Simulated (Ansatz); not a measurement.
# B₂H₃OPS: basis-set convergence

An exercise on one series of results from a longer session: the logs are not shown, and one member is left open.

Method: one geometry, several basis sets; program: Ansatz 0.2.0, Gaussian basis.

Plan: PBE0-D4/def2-SVP; ωB97M-V/def2-SVP; PBE0-D4/def2-QZVPP; ωB97M-V/def2-QZVPP; the functionals' def2-TZVPP values are taken from earlier runs.

## The geometry

The geometry comes from an earlier relaxation with PBE0-D4 in a triple-zeta def2 set; it is a stationary point, not always the lowest conformer.

8 atoms, charge 0, spin multiplicity 1.

Atoms are counted from 1 here; the program's logs count them from 0.

Bond lengths: B1–O2 1.361 Å, B1–P5 1.928 Å, B1–H6 1.194 Å, O2–B3 1.380 Å, B3–S4 1.796 Å, B3–H7 1.190 Å, S4–P5 2.136 Å, P5–H8 1.424 Å. Angles: O2–B1–P5 115.1°, O2–B1–H6 120.3°, P5–B1–H6 124.6°, B1–O2–B3 119.1°, O2–B3–S4 118.4°, O2–B3–H7 120.4°, S4–B3–H7 121.2°, B3–S4–P5 94.8°, B1–P5–S4 91.8°, B1–P5–H8 92.2°, S4–P5–H8 99.7°.

The first run:

in.yaml reads:

```yaml
crystal:
  periodic: [false, false, false]
  atoms:
    - {symbol: B, position_ang: [-0.543489, 0.925011, 0.366915]}
    - {symbol: O, position_ang: [0.785540, 0.716840, 0.573951]}
    - {symbol: B, position_ang: [1.403830, -0.345591, -0.052503]}
    - {symbol: S, position_ang: [0.410517, -1.417571, -1.096789]}
    - {symbol: P, position_ang: [-1.355846, -0.225202, -0.950373]}
    - {symbol: H, position_ang: [-1.118643, 1.785427, 0.962008]}
    - {symbol: H, position_ang: [2.569540, -0.536533, 0.094460]}
    - {symbol: H, position_ang: [-2.059348, -0.959580, 0.046432]}
basis:
  gaussian: {orbitals: def2-SVP}
hamiltonian: {xc: pbe0, dispersion: d4}
output: {orbitals: {seedname: orbitals}}
```

Started as:

```sh
$ ansatz run in.yaml --threads 2 --pin off --events-out ev --progress --plain --max-ram 4352MiB
```

Steps of the session up to this table: PBE0-D4 in def2-SVP; ωB97M-V in def2-SVP; PBE0-D4 in def2-QZVPP; ωB97M-V in def2-QZVPP.

One of the session's tables, all rows but one given; the rest of the session is left out.

```
functional       basis  HOMO (eV)
   PBE0-D4    def2-SVP      -7.47
   PBE0-D4  def2-TZVPP      -7.47
   PBE0-D4  def2-QZVPP          ?
   ωB97M-V    def2-SVP      -9.50
   ωB97M-V  def2-TZVPP      -9.53
   ωB97M-V  def2-QZVPP      -9.55
```

Q: Estimate the row for PBE0-D4, def2-QZVPP from the others.

**Answer.** HOMO (eV): -7.48. In the column «HOMO (eV)» it lies between ωB97M-V, def2-SVP (-9.50) and PBE0-D4, def2-SVP (-7.47).
